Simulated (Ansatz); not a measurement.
Crystal: HPbNO4.

```
H Pb N O
1.0
     3.85707    0.00178   -0.03658
     0.17353    4.33436   -0.01647
     0.75803    0.83873    5.87662
H Pb N O
1 1 1 4
Direct
  0.61511 0.89559 0.19844
  0.64597 0.44651 0.91685
  0.71474 0.23810 0.50058
  0.16958 0.47007 0.77768
  0.62919 0.97045 0.49845
  0.56424 0.92583 0.03849
  0.78022 0.42250 0.31951
```

The cell was built by a generator and needn't be a form met in nature.

Base run:

```yaml
Program: Ansatz 0.2.0
Functional: PBE
Potentials_or_basis: all-electron LAPW, scalar-relativistic
Cutoff: 764 eV (chosen from the basis error)
Basis_error_allowed: 0.002 eV/atom
k_mesh: 5 × 4 × 4
Occupations: fermi-dirac, width 0.05 eV
Spin: no spin polarisation
```

Its results: band gap on the k mesh 0.26 eV, indirect (least direct gap 0.46 eV); pressure 0.0 GPa; largest force 0.080 eV/Å.

After a change of settings the same cell gave: band gap on the k mesh 0.27 eV, indirect (least direct gap 0.48 eV); pressure -6.2 GPa; largest force 0.857 eV/Å. Which change was it?
A. k mesh from 5 × 4 × 4 to 7 × 6 × 5
B. functional from PBE to BLYP
C. potentials or basis from all-electron LAPW, scalar-relativistic to all-electron PAW datasets made for the crystal; k mesh from 5 × 4 × 4 to 7 × 6 × 5
D. functional from PBE to LDA

D.

LDA binds more tightly than PBE, so the same cell stands under less pressure.

Caveats: spin-orbit coupling is left out, which as a rule narrows the gap of such compounds by several tenths of an eV.

The runs don't all hold the same shells in valence.
